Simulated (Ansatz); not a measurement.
# KTaO3: the cost of one run

Program: Ansatz 0.2.0. Level of theory: DFT PBE, scalar-relativistic, plane waves, PAW. These are calculated values, not measurements.

1 further run of the same task is left out (set aside as unsound or not needed).

### Step 1. The structure to begin with

Symmetry: Pm-3m, No. 221, cubic system. The conventional cell has a = 4.025 Å, b = 4.025 Å, c = 4.025 Å, α = 90.00°, β = 90.00°, γ = 90.00°. K (site symmetry m-3m) is surrounded by 12 O at 2.85 Å. Ta (site symmetry m-3m) is surrounded by 6 O at 2.01 Å. O (site symmetry 4/mmm) has 2 Ta at 2.01 Å and 4 K at 2.85 Å as nearest neighbours.

Coordinates:

```xyz
5
Lattice="4.0246 0.0000 0.0000 0.0000 4.0246 0.0000 0.0000 0.0000 4.0246" Properties=species:S:1:pos:R:3 pbc="T T T"
K     2.0123    2.0123    2.0123
Ta    0.0000    0.0000    0.0000
O     2.0123    0.0000    0.0000
O     0.0000    2.0123    0.0000
O     0.0000    0.0000    2.0123
```

This cell was relaxed beforehand with the same method: volume 13.04 Å³/atom, gap on the mesh 2.14 eV.

### Step 2. Zone-centre modes

input.yaml

```yaml
crystal:
  lattice:
    - [4.0245514753, 0.0, 0.0]
    - [0.0, 4.0245514753, 0.0]
    - [0.0, 0.0, 4.0245514753]
  atoms:
    - { symbol: K, position: [0.5, 0.5, 0.5] }
    - { symbol: Ta, position: [0.0, 0.0, 0.0] }
    - { symbol: O, position: [0.5, 0.0, 0.0] }
    - { symbol: O, position: [0.0, 0.5, 0.0] }
    - { symbol: O, position: [0.0, 0.0, 0.5] }
basis:
  ecutwfc: 420
kpoints:
  mp_grid: { grid: [4, 4, 4] }
hamiltonian:
  xc: pbe
scf:
  occupations: { method: fixed }
output:
  eigenvalues: true
phonons:
  method: dfpt
  dielectric: true
  rigid_motions: translations
  eigenvectors: true
```

The run is started by

```
$ ansatz run input.yaml --threads 1 --pin off --max-ram 2560MiB --backend cpu --events-out ev --progress --plain --runs-dir out
```

Q: Estimate wall time and peak memory on 1 thread of Arm Neoverse V2, shared host.

About 66 s, with a peak of 0.52 GiB.
